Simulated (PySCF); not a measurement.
# C21H32N: the cost of one run

Programs: PySCF 2.14.0, with routines of our own; each step states its level. All values are computed. Atoms count from 0.

## 1. The starting structure

54 atoms, charge 1, multiplicity 1; geometry from: GFN2-xTB, altered.

## 2. NMR shifts: GIAO HF/pcSseg-1

Job settings and geometry (Å):

```
{"job": {"kind": "nmr", "basis": "pcSseg-1", "pop": false, "xc": "HF", "scf": {"max_cycle": 53}}, "charge": 1, "multiplicity": 1}
C      7.407666    -2.056138    -1.116301
C      6.242720    -1.068210    -1.476243
C      5.860824    -0.141365    -0.263709
C      4.682567     0.834387    -0.629198
C      4.343496     1.870569     0.508051
C      3.875786     1.236088     1.873465
C      2.638246     0.266434     1.775514
C      1.334259     0.958384     1.229843
C      0.113422    -0.034576     1.273262
C     -1.258940     0.623377     0.859663
C     -1.296735     1.010384    -0.664193
C     -2.662873     1.672512    -1.098319
N     -3.794074     0.693912    -1.045036
C     -3.908145    -0.253087    -2.068483
C     -4.934655    -1.209343    -2.070382
C     -5.915517    -1.236297    -0.995981
C     -7.017289    -2.173812    -0.938848
C     -7.931980    -2.124137     0.136155
C     -7.785901    -1.143806     1.192310
C     -6.724814    -0.217408     1.170833
C     -5.766242    -0.239501     0.076226
C     -4.675079     0.698159    -0.006973
H      7.658510    -2.705167    -1.993955
H      8.327667    -1.488053    -0.823593
H      7.114323    -2.717049    -0.259980
H      5.336959    -1.658441    -1.791741
H      6.552210    -0.429275    -2.349284
H      6.760974     0.460611     0.041090
H      5.567800    -0.786555     0.609246
H      4.969466     1.412158    -1.552164
H      3.767532     0.231690    -0.885433
H      3.547951     2.572378     0.131714
H      5.260177     2.489936     0.713184
H      4.732639     0.666110     2.324977
H      3.624239     2.075120     2.580832
H      2.893350    -0.609842     1.119778
H      2.428857    -0.135889     2.805851
H      1.512892     1.300800     0.175176
H      1.104406     1.863929     1.857149
H      0.011198    -0.429541     2.321244
H      0.322629    -0.912434     0.601085
H     -1.425898     1.542529     1.486569
H     -2.087333    -0.107425     1.084665
H     -1.100093     0.096394    -1.289159
H     -0.484895     1.754501    -0.878555
H     -2.897213     2.536302    -0.418470
H     -2.578591     2.057564    -2.151848
H     -3.151355    -0.200074    -2.880435
H     -5.004652    -1.944097    -2.900933
H     -7.134283    -2.925265    -1.748995
H     -8.779978    -2.841206     0.179061
H     -8.522727    -1.127486     2.023653
H     -6.608857     0.538923     1.976403
H     -4.539353     1.468367     0.785641
```

Method: GIAO HF/pcSseg-1 NMR shielding, non-relativistic, gas phase.

Started as:

```
$ OMP_NUM_THREADS=2 python large_run.py task.json out
```

One launch serves the whole session: the jobs run in the order shown.

**Question.** How long does this first job take on 2 threads of Intel Xeon at 2.70GHz, shared host, and how much memory does it need?

About 94 s, with a peak of 1.4 GiB.
